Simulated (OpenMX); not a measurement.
SiF:

```xyz
2
Lattice="3.0286 0.0000 0.0000 0.0000 3.0286 0.0000 0.0000 0.0000 3.0286" Properties=species:S:1:pos:R:3 pbc="T T T"
Si    1.5143    1.5143    1.5143
F     0.0000    0.0000    0.0000
```

The cell was built by a generator and needn't be a form met in nature.

Base run:

```yaml
Program: OpenMX 3.8.5
Functional: PBE
Potentials_or_basis: OpenMX 2013 PBE set, Si7.0-s2p2d1, F6.0-s2p2d1, grid cutoff 400 Ry
k_mesh: 7 × 7 × 7
Occupations: fermi-dirac, width 0.05 eV
Spin: no spin polarisation
```

Its results: pressure 0.2 GPa.

Question: After a change of settings the same cell gave: pressure -5.9 GPa. Which change was it?
A. dispersion from none to D3
B. functional from PBE to LDA; potentials or basis from OpenMX 2013 PBE set, Si7.0-s2p2d1, F6.0-s2p2d1, grid cutoff 400 Ry to OpenMX 2013 LDA set, Si7.0-s2p2d1, F6.0-s2p2d1, grid cutoff 400 Ry
C. dispersion from none to D4
D. dispersion from none to D3(BJ)

Answer: B.

Caveats: the basis of atomic orbitals isn't converged, which shifts pressures, moduli and gaps; an odd number of electrons without spin polarisation forces a metal; a magnetic or distorted state may lie lower.

Not every run made on this cell is shown here.
